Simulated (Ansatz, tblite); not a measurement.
# The cluster Zr₄H₄O₁₀: one state, many levels

One table from this session's results is given with a row withheld; the runs are named, their logs left out.

Computed with Ansatz 0.2.0, Gaussian basis. Level: as each input shows.

Plan: GFN1-xTB, GFN2-xTB, PBE-D4/def2-TZVP, r2SCAN-D4/def2-TZVP, HF/def2-TZVP, r2SCAN0-D4/def2-TZVP, PBE-D4/def2-SVP, PBE0-D4/def2-SVP, MP2/def2-SVP.

5 further runs of the same task are left out: 3 that didn't finish, 2 set aside as unsound or not needed.

### The geometry

The singlet was relaxed beforehand with PBE-D4/def2-SVP. At that level it is the lowest of the isomers that a small search found.

18 atoms, charge 0, spin multiplicity 1.

Bond lengths: Zr1–O7 2.192 Å, Zr1–O8 2.694 Å, Zr1–O9 2.208 Å, Zr1–O10 2.135 Å, Zr1–O11 2.173 Å, Zr1–O14 1.985 Å, Zr1–H17 1.862 Å, Zr2–O6 2.176 Å, Zr2–O9 2.138 Å, Zr2–O10 2.170 Å, Zr2–O13 2.161 Å, Zr2–O14 2.789 Å, Zr2–H16 1.870 Å, Zr2–H18 1.854 Å, Zr3–O5 1.940 Å, Zr3–O7 2.127 Å, Zr3–O8 1.988 Å, Zr3–O11 2.223 Å and more. Angles: O7–Zr1–O8 75.4°, O7–Zr1–O9 171.4°, O7–Zr1–O10 144.6°, O7–Zr1–O11 40.4°, O7–Zr1–O14 88.4°, O7–Zr1–H17 93.9°, O8–Zr1–O9 106.6°, O8–Zr1–O10 70.9°, O8–Zr1–O11 67.3°, O8–Zr1–O14 70.5°, O8–Zr1–H17 168.1°, O9–Zr1–O10 40.5°, O9–Zr1–O11 148.1°, O9–Zr1–O14 84.5°, O9–Zr1–H17 84.7°, O10–Zr1–O11 113.6°, O10–Zr1–O14 90.1°, O10–Zr1–H17 118.5° and more.

Zr takes a core potential in the def2 sets. No spin-orbit coupling is included.

PBE0-D4/def2-TZVP was run before; its log isn't repeated, and its numbers join the tables.

The first run:

Tight binding, by tblite at 300 K electronic temperature and without a spin-polarisation term:

```python
tblite.interface.Calculator('GFN1-xTB', numbers, positions, charge=0, uhf=0).singlepoint()
```

Tight binding, by tblite at 300 K electronic temperature and without a spin-polarisation term:

```python
tblite.interface.Calculator('GFN2-xTB', numbers, positions, charge=0, uhf=0).singlepoint()
```

start.molden holds the orbitals of an earlier run on this state, given as this run's starting guess.

The input, in.yaml:

```yaml
crystal:
  periodic: [false, false, false]
  atoms:
    - {symbol: Zr, position_ang: [-1.202738, -0.818754, -0.772460]}
    - {symbol: Zr, position_ang: [-1.536242, 2.359076, 0.416435]}
    - {symbol: Zr, position_ang: [1.799071, -1.961327, 0.099338]}
    - {symbol: Zr, position_ang: [1.413519, 1.030809, -0.067900]}
    - {symbol: O, position_ang: [2.915394, -3.210634, 1.077468]}
    - {symbol: O, position_ang: [0.515342, 3.044973, 0.177589]}
    - {symbol: O, position_ang: [0.385706, -2.154658, -1.478632]}
    - {symbol: O, position_ang: [0.782831, -0.524153, 1.023588]}
    - {symbol: O, position_ang: [-2.710203, 0.725444, -0.307576]}
    - {symbol: O, position_ang: [-1.933375, 0.281994, 0.904045]}
    - {symbol: O, position_ang: [-0.268331, -2.705982, -0.235690]}
    - {symbol: O, position_ang: [2.736853, -0.362224, -0.636183]}
    - {symbol: O, position_ang: [0.377255, 2.189852, 1.405419]}
    - {symbol: O, position_ang: [-0.062542, 0.720459, -1.292604]}
    - {symbol: H, position_ang: [3.501423, -3.819614, 1.547170]}
    - {symbol: H, position_ang: [-2.554696, 3.498299, 1.495043]}
    - {symbol: H, position_ang: [-2.416453, -1.367774, -2.073145]}
    - {symbol: H, position_ang: [-1.742844, 3.074204, -1.281904]}
basis:
  gaussian: {orbitals: def2-TZVP, initial_orbitals: start.molden}
hamiltonian: {xc: pbe, dispersion: d4}
scf: {omitted_lower_state_checks: [starts]}
output: {orbitals: {seedname: orbitals}}
```

Started as:

```bash
> ansatz run in.yaml --threads 4 --pin off --events-out ev --progress --plain --max-ram 6963MiB
```

Steps of the session up to this table: PBE-D4/def2-TZVP; r2SCAN-D4/def2-TZVP; HF/def2-TZVP; r2SCAN0-D4/def2-TZVP; PBE-D4/def2-SVP; PBE0-D4/def2-SVP; MP2/def2-SVP.

One of the session's tables, all rows but one given; the rest of the session is left out.

It belongs to the step «Binding energy». 

```
            level  binding an atom (eV)
      HF/def2-SVP                 2.965
     HF/def2-TZVP                     ?
 PBE0-D4/def2-SVP                 4.862
PBE0-D4/def2-TZVP                 4.784
     MP2/def2-SVP                 4.858
```

**Question.** Estimate the row for HF/def2-TZVP.

As computed: binding an atom (eV): 2.918. In the column «binding an atom (eV)» it is the lowest.

Limits of these values: Free atoms were run apart at each level; binding is atoms less cluster, divided by the number of atoms, without zero-point or spin-orbit terms.
